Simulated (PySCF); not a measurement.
# C3H5BN2Si: the cost of one run

Computed with PySCF 2.14.0, with density-fitted response routines of our own, on a single molecule in the gas phase. Atoms are numbered from 0 throughout.

## 1. Starting geometry

12 atoms, charge 0, multiplicity 1; geometry from: PBE0-D3(BJ)/def2-SVP.

Bonds of the start (Å): N0–C1 1.16, C1–B2 1.54, B2–C3 1.54, C3–N4 1.16, B2–C5 1.53, C5–Si6 1.92, C5–H7 1.10, C5–H8 1.10, Si6–H9 1.49, Si6–H10 1.49, Si6–H11 1.49.

## 2. Shielding tensors: PBE0/6-31G*

The job: settings as JSON, then the geometry in Å.

```
{"job": {"kind": "nmr", "xc": "PBE0", "basis": "6-31G*", "pop": true}, "charge": 0, "multiplicity": 1}
N      1.207724     0.378632    -3.017028
C      1.081460     0.163791    -1.883715
B      0.883826    -0.140219    -0.384534
C      1.962352     0.375116     0.589872
N      2.754117     0.756795     1.347242
C     -0.373726    -0.846478     0.127592
Si    -1.677348     0.509941     0.511616
H     -0.848626    -1.500735    -0.619130
H     -0.223114    -1.370850     1.083657
H     -1.997608     1.264332    -0.733248
H     -1.140533     1.440578     1.544566
H     -2.897321    -0.177351     1.024624
```

Level: GIAO PBE0/6-31G* NMR shielding, non-relativistic, gas phase.

On the command line:

```console
$ OMP_NUM_THREADS=1 python probes_run.py task.json out
```

This one command runs all jobs of the session in turn.

Q: Estimate the wall time and peak memory of this first job on 1 thread of AMD EPYC 7R43, shared host.

About 10 s, with a peak of 0.62 GiB.
